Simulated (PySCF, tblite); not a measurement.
# C₆H₁₄Cl₂Si: geometry, infrared bands and NMR shifts

Wanted: the infrared bands and NMR shifts of C₆H₁₄Cl₂Si (`CC[Si](CC)(CCl)CCl`), by calculation.

Computed with tblite 0.8.0 and PySCF 2.14.0, with density-fitted response routines of our own, on a single molecule in the gas phase. Atoms count from 0, in the outputs and in this text.

## (1) The starting structure

23 atoms, charge 0, multiplicity 1; geometry from: force field or distance geometry start.

Bonds of the start (Å): C0–C1 1.51, C1–Si2 1.94, Si2–C3 1.91, C3–C4 1.51, Si2–C5 1.86, C5–Cl6 1.78, Si2–C7 1.87, C7–Cl8 1.78, C0–H9 1.10, C0–H10 1.10, C0–H11 1.09, C1–H12 1.09, C1–H13 1.10, C3–H14 1.10, C3–H15 1.12, C4–H16 1.10, C4–H17 1.10, C4–H18 1.10, C5–H19 1.08, C5–H20 1.09, C7–H21 1.10, C7–H22 1.10.

## (2) Optimising the geometry with GFN2-xTB

What the job is given:

```
{"job": {"kind": "relax", "xc": "GFN2-xTB", "basis": "xTB"}, "charge": 0, "multiplicity": 1}
C     -1.860700     1.125500    -1.262700
C     -0.718000     0.164100    -1.474000
Si     0.025700    -0.595100     0.144100
C      0.682500     0.853700     1.209700
C      1.786600     1.676100     0.589300
C      1.400100    -1.750300    -0.328300
Cl     2.157100    -2.391300     1.146000
C     -1.307100    -1.479100     1.105600
Cl    -2.004100    -2.772400     0.092400
H     -2.223600     1.501300    -2.225100
H     -2.718700     0.642700    -0.764800
H     -1.572500     1.987900    -0.656300
H     -1.047000    -0.664900    -2.094800
H      0.102600     0.670300    -1.996500
H     -0.164900     1.506500     1.469400
H      1.045300     0.422900     2.172500
H      2.105400     2.473000     1.271800
H      2.664300     1.061100     0.347100
H      1.448200     2.156500    -0.338500
H      1.051400    -2.593600    -0.912300
H      2.177400    -1.226300    -0.893100
H     -2.124100    -0.803500     1.386600
H     -0.910700    -1.938100     2.022100
```

The run is started by

```
> OMP_NUM_THREADS=1 python probes_run.py task.json out
```

This one command runs all jobs of the session in turn.

**Question.** This job is followed by: GFN2-xTB harmonic vibrations, gas phase; GIAO PBE0/pcSseg-1 NMR shielding, non-relativistic, gas phase. Predict these results of the whole session: strongest single infrared mode (GFN2-xTB); zero-point energy (GFN2-xTB); 13C shifts against TMS (PBE0/pcSseg-1, means over atoms taken as alike); 1H shifts against TMS (PBE0/pcSseg-1, means over atoms taken as alike); 29Si shifts against TMS (PBE0/pcSseg-1); 35Cl shifts against HCl (PBE0/pcSseg-1, means over atoms taken as alike); surface potential, 1st and 99th percentile.

**Answer**, as computed:

| quantity | value |
| --- | --- |
| strongest single infrared mode (GFN2-xTB) | 777 cm⁻¹, 205 km/mol |
| zero-point energy (GFN2-xTB) | 117.2 kcal/mol |
| 13C shifts against TMS (PBE0/pcSseg-1, means over atoms taken as alike) | 29.1, 8.7, 3.8 ppm |
| 1H shifts against TMS (PBE0/pcSseg-1, means over atoms taken as alike) | 3.04, 1.01, 0.80 ppm |
| 29Si shifts against TMS (PBE0/pcSseg-1) | 10.0 ppm |
| 35Cl shifts against HCl (PBE0/pcSseg-1, means over atoms taken as alike) | -2 ppm |
| surface potential, 1st and 99th percentile | -0.77 V and 1.01 V |

Over 55 steps the energy fell by 0.156 eV; of the close pairs, Si2–C5 changed most, 1.857 to 1.922 Å. All 63 modes are real, so the xTB geometry is a minimum. Unscaled tight-binding wavenumbers are off by several per cent, some by more. Its intensities can rank the bands wrongly. C5, C7 (mean) (sp3 CH2 bonded to Cl and Si) lies farthest downfield among carbon, at 29.1 ppm; deshielded by the electronegative neighbour. H19, H20, H21, H22 (mean) (hydrogen on an sp3 CH2 bonded to Cl and Si) lies farthest downfield among hydrogen, at 3.04 ppm; its carbon carries Cl, an electronegative neighbour. At PBE0/pcSseg-1: Shielding is most anisotropic at Cl6, Cl8 (span 239 ppm, paramagnetic term -195 ppm).
